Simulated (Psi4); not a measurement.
# CCSD(T)/def2-SVPD run of SiHF3 (SMILES F[SiH](F)F)

Aim: the energy change on altering one bond length of SiHF3 at CCSD(T)/def2-SVPD, from 2 runs. 

The calculation is run with Psi4 1.11.

## Step 1: Starting point

SiHF3 has 5 atoms, charge 0, and is taken as a singlet. As SMILES, `F[SiH](F)F`. The coordinates come from a PBE0-D4/def2-TZVP relaxation.

Bond lengths: F1–Si2 1.573 Å, Si2–F3 1.573 Å, Si2–F4 1.573 Å, Si2–H5 1.461 Å. Angles: F1–Si2–F3 108.3°, F1–Si2–F4 108.3°, F3–Si2–F4 108.3°, F1–Si2–H5 110.7°, F3–Si2–H5 110.7°, F4–Si2–H5 110.7°.

## Step 2: The energy at CCSD(T)/def2-SVPD

run_ase.py reads:

```python
import numpy as np
from ase.calculators.psi4 import Psi4
from ase import Atoms

mol = Atoms(['F', 'Si', 'F', 'F', 'H'], positions=[
    [-0.447100, -0.082200, 1.491300],
    [0.040700, 0.001700, -0.001800],
    [-0.597100, 1.281400, -0.657200],
    [-0.495900, -1.263300, -0.767200],
    [1.499400, 0.062400, -0.065100],
])
calc = Psi4(atoms=mol, method='ccsd(t)', basis='def2-SVPD', memory='1600MB', num_threads=1, charge=0, multiplicity=1, label='psi4-calc')
calc.psi4.set_options({'puream': True, 'e_convergence': 1e-09, 'd_convergence': 1e-08, 'scf_type': 'pk', 'num_frozen_docc': 8})
mol.calc = calc

print(f'energy: {mol.get_potential_energy():.6f} eV')
```

Run with:

```bash
$ python run_ase.py
```

psi4-calc.dat:

```text
[...]
  Running in c1 symmetry.
[...]
  Nuclear repulsion =  188.407850402666924
[...]
  Multiplicity = 1
[...]
  Nalpha       = 21
  Nbeta        = 21
[...]
    Number of basis functions: 101
[...]
   @RHF iter   1:  -587.62649902816634   -7.56433e-01   4.79819e-03 DIIS/ADIIS
[...]
   @RHF iter  10:  -587.71006357816816   -1.36424e-12   3.26661e-09 DIIS
[...]
    Orbital Energies [Eh]
    ---------------------
    Doubly Occupied:
       1A    -68.913355     2A    -26.326252     3A    -26.326230
       4A    -26.326208     5A     -6.264619     6A     -4.378044
       7A     -4.378042     8A     -4.375374     9A     -1.629131
      10A     -1.598422    11A     -1.598388    12A     -0.841501
      13A     -0.763465    14A     -0.763451    15A     -0.744927
      16A     -0.710479    17A     -0.710477    18A     -0.683765
      19A     -0.683747    20A     -0.667611    21A     -0.566830
[...]
  @RHF Final Energy:  -587.71006357816816
   => Energetics <=
    Nuclear Repulsion Energy =            188.4078504026669236
    One-Electron Energy =               -1193.7351895202089054
    Two-Electron Energy =                 417.6172755393739635
    Total Energy =                       -587.7100635781680467
[...]
 Multipole Moments:
 ------------------------------------------------------------------------------------
     Multipole            Electronic (a.u.)      Nuclear  (a.u.)        Total (a.u.)
 ------------------------------------------------------------------------------------
 L = 1.  Multiply by 2.5417464519 to convert [e a0] to [Debye]
 Dipole X            :         -1.6545183            2.2804039            0.6258856
 Dipole Y            :         -0.0688325            0.0949100            0.0260775
 Dipole Z            :          0.0716344           -0.0990473           -0.0274129
 Magnitude           :                                                    0.6270281
[...]
      * MP2 total energy                      = -588.389525518899518
[...]
      * CCSD total energy                     = -588.401365811224764
[...]
      * CCSD(T) total energy                  = -588.415277574392121
```

The script printed:

```text
energy: -16011.595261 eV
```

It took 2.2 min on 1 thread of Intel Xeon Platinum 8259CL at 2.50GHz (Skylake/Cascade Lake), shared host; peak memory 0.84 GiB.

## Step 3: The distorted shape, same level

calc.in reads:

```
memory 1600 mb

molecule {
  0 1
  F
  Si 1 1.573002
  F 2 1.572886 1 108.25026
  F 2 3.4604 3 108.25417 1 117.13176
  H 2 1.461334 3 110.66611 1 -121.43337
  symmetry c1
}

set {
  basis           def2-SVPD
  puream          true
  e_convergence   1e-09
  d_convergence   1e-08
  scf_type        pk
  num_frozen_docc 8
}

energy_value = energy('ccsd(t)')
print_variables()
```

Run with:

```bash
$ psi4 -i calc.in -o calc.out -n 1
```

calc.out:

```text
[...]
  Running in c1 symmetry.
[...]
  Nuclear repulsion =  151.166410777075129
[...]
  Multiplicity = 1
[...]
  Nalpha       = 21
  Nbeta        = 21
[...]
    Number of basis functions: 101
[...]
   @RHF iter   1:  -587.22064720732885   -1.00437e+00   6.63866e-03 ADIIS/DIIS
[...]
   @RHF iter  15:  -587.42131913626758   -1.27329e-11   4.10414e-09 DIIS
[...]
    Orbital Energies [Eh]
    ---------------------
    Doubly Occupied:
       1A    -69.064104     2A    -26.429228     3A    -26.429188
       4A    -26.094554     5A     -6.410717     6A     -4.522796
       7A     -4.522478     8A     -4.520027     9A     -1.715127
      10A     -1.693744    11A     -1.291464    12A     -0.919677
      13A     -0.844219    14A     -0.827374    15A     -0.809347
      16A     -0.782148    17A     -0.771395    18A     -0.693290
      19A     -0.432378    20A     -0.432375    21A     -0.391895
[...]
  @RHF Final Energy:  -587.42131913626758
   => Energetics <=
    Nuclear Repulsion Energy =            151.1664107770751286
    One-Electron Energy =               -1117.9804133202042067
    Two-Electron Energy =                 379.3926834068614653
    Total Energy =                       -587.4213191362675843
[...]
 Multipole Moments:
 ------------------------------------------------------------------------------------
     Multipole            Electronic (a.u.)      Nuclear  (a.u.)        Total (a.u.)
 ------------------------------------------------------------------------------------
 L = 1.  Multiply by 2.5417464519 to convert [e a0] to [Debye]
 Dipole X            :          1.2790339            2.6692738            3.9483077
 Dipole Y            :         -2.0639626            0.6815212           -1.3824414
 Dipole Z            :         -1.4924316            0.4929351           -0.9994965
 Magnitude           :                                                    4.3010779
[...]
      * MP2 total energy                      = -588.141387832502687
[...]
      * CCSD total energy                     = -588.149642193176987
[...]
      * CCSD(T) total energy                  = -588.195496494255963
[...]
```

Run time: 2.5 min. Hardware: 1 thread of Intel Xeon Platinum 8259CL at 2.50GHz (Skylake/Cascade Lake), shared host; peak memory 0.83 GiB.

## Step 4: Results

Level: CCSD(T)/def2-SVPD, 8 core orbitals frozen.

| quantity | value |
| --- | --- |
| first shape: total energy | -588.41528 Eh |
| first shape: HOMO energy (Hartree–Fock orbitals) | -15.42 eV |
| first shape: LUMO energy (Hartree–Fock orbitals) | 2.39 eV |
| first shape: HOMO–LUMO gap (Hartree–Fock orbitals) | 17.82 eV |
| first shape: correlation energy (8 core orbitals frozen) | -705.2 mEh |
| first shape: (T) correction | -13.91 mEh |
| first shape: T1 diagnostic | 0.014 |
| distorted shape: total energy | -588.19550 Eh |
| distorted shape: HOMO energy (Hartree–Fock orbitals) | -10.66 eV |
| distorted shape: LUMO energy (Hartree–Fock orbitals) | -3.09 eV |
| distorted shape: HOMO–LUMO gap (Hartree–Fock orbitals) | 7.57 eV |
| distorted shape: correlation energy (8 core orbitals frozen) | -774.2 mEh |
| distorted shape: (T) correction | -45.85 mEh |
| distorted shape: T1 diagnostic | 0.072 |
| energy change with the Si2–F4 bond stretched from 1.573 to 3.460 Å | 5.981 eV |

In words: One bond (distorted shape) is far stretched, which a spin-restricted single reference describes badly; perturbation theory on it can break down and give far too much correlation. With the Si2–F4 bond stretched from 1.573 to 3.460 Å the energy rises by 5.98 eV (138 kcal/mol). The first shape isn't relaxed at this level, so the change isn't measured from a minimum. A restricted reference can't describe the breaking bond well at this length. The triples (first shape) make up 2.0 % of the correlation energy. The T1 diagnostic (distorted shape) of 0.072 is above the customary mark for such species, so a single reference may not serve. The triples (distorted shape) make up 5.9 % of the correlation energy.
